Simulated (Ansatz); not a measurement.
# AlF2H5OSi: search for a transition state

Is there a first-order saddle for this four-centre ligand exchange, which should form Al1–O6, H2–H5 and break Al1–H2, H5–O6, and which two structures does it connect?

Program: Ansatz 0.2.0, Gaussian basis. Level of theory: PBE0-D4, def2-SVP first, then def2-TZVP. These are calculated values, not measurements.

152 further runs of the same task are left out: 152 set aside as unsound or not needed.

**1. Starting geometry**

The guess: 10 atoms, charge 0, spin multiplicity 1.

Atoms are counted from 1 here; the program's logs count them from 0.

Bond lengths: Al1–H2 1.682 Å, Al1–F3 1.644 Å, Al1–F4 1.644 Å, Al1–H5 1.695 Å, Al1–O6 1.740 Å, O6–Si7 1.648 Å, Si7–H8 1.464 Å, Si7–H9 1.461 Å, Si7–H10 1.456 Å. Angles: H2–Al1–F3 107.5°, H2–Al1–F4 107.2°, H2–Al1–H5 38.4°, H2–Al1–O6 85.0°, F3–Al1–F4 122.1°, F3–Al1–H5 118.4°, F3–Al1–O6 114.0°, F4–Al1–H5 117.7°, F4–Al1–O6 113.9°, H5–Al1–O6 46.6°, Al1–O6–Si7 168.1°, O6–Si7–H8 103.4°, O6–Si7–H9 105.6°, O6–Si7–H10 107.4°, H8–Si7–H9 112.1°, H8–Si7–H10 113.5°, H9–Si7–H10 113.9°.

Geometry (Å):

```mol
AlF2H5OSi
  3D, bonds by distance, orders not assigned

 10  9  0  0  0  0  0  0  0  0999 V2000
   -1.6251    0.0630   -0.1063 Al  0  0
   -1.5171   -1.5448    0.3753 H   0  0
   -2.2215    0.0799   -1.6381 F   0  0
   -2.3413    0.8918    1.1194 F   0  0
   -0.4908   -1.1272    0.3054 H   0  0
    0.1128    0.0456   -0.0227 O   0  0
    1.7308    0.3611   -0.0142 Si  0  0
    2.3213   -0.8830   -0.5124 H   0  0
    2.0756    0.6116    1.3836 H   0  0
    1.9554    1.5019   -0.8899 H   0  0
  1  2  8  0
  1  3  8  0
  1  4  8  0
  1  5  8  0
  1  6  8  0
  6  7  8  0
  7  8  8  0
  7  9  8  0
  7 10  8  0
M  END
```

Distances that are to change: Al1–O6 1.74 Å, H2–H5 1.11 Å, Al1–H2 1.68 Å, H5–O6 1.36 Å.

**2. Relaxing the guess with the reacting distances held**

Contents of hold/in.yaml:

```yaml
crystal:
  periodic: [false, false, false]
  atoms:
    - {symbol: Al, position_ang: [-1.625100, 0.063000, -0.106300]}
    - {symbol: H, position_ang: [-1.517100, -1.544800, 0.375300]}
    - {symbol: F, position_ang: [-2.221500, 0.079900, -1.638100]}
    - {symbol: F, position_ang: [-2.341300, 0.891800, 1.119400]}
    - {symbol: H, position_ang: [-0.490800, -1.127200, 0.305400]}
    - {symbol: O, position_ang: [0.112800, 0.045600, -0.022700]}
    - {symbol: Si, position_ang: [1.730800, 0.361100, -0.014200]}
    - {symbol: H, position_ang: [2.321300, -0.883000, -0.512400]}
    - {symbol: H, position_ang: [2.075600, 0.611600, 1.383600]}
    - {symbol: H, position_ang: [1.955400, 1.501900, -0.889900]}
basis:
  gaussian: {orbitals: def2-SVP}
hamiltonian: {xc: pbe0, dispersion: d4}
relax: {f_tol: 0.04, max_steps: 150, escape_saddle: false, constraints: [{distance: [0, 5]}, {distance: [1, 4]}, {distance: [0, 1]}, {distance: [4, 5]}]}
```

On the command line:

```sh
$ ansatz run in.yaml --threads 4 --pin off --events-out ev --progress --plain --max-ram 9574MiB
```

The runs that follow: A starting Hessian; Saddle search in the small basis; Saddle search in triple zeta; Checking the order of the point; Relaxing after a step of 0.30 Å one way along the mode; Relaxing after a step of 0.30 Å the other way along the mode.

What does the calculation give? Wanted: imaginary mode; barrier from the start side; barrier from the end side; energy of the step; pairs that change; zero-point energy at the saddle.

The runs gave:

| quantity | value |
| --- | --- |
| imaginary mode | 1213i cm⁻¹ |
| barrier from the start side | 70.0 kJ/mol |
| barrier from the end side | 102.6 kJ/mol |
| energy of the step | -32.6 kJ/mol |
| pairs that change | Al1–O6 tightened, H2–H5 formed, Al1–H2 broken, H5–O6 broken |
| zero-point energy at the saddle | 1.341 eV |

One imaginary mode, 1213i cm⁻¹, makes this a first-order saddle. It joins the planned start and end. At PBE0-D4/def2-TZVP the electronic barrier is 70.0 kJ/mol, about 28 kT at 298 K, and the step runs 32.6 kJ/mol downhill. With so stiff a mode tunnelling counts: Wigner's rough correction is a factor of 2.4 at 298 K. A step off the saddle overshot and began above it in energy, so the link to its end is likely but not proven.
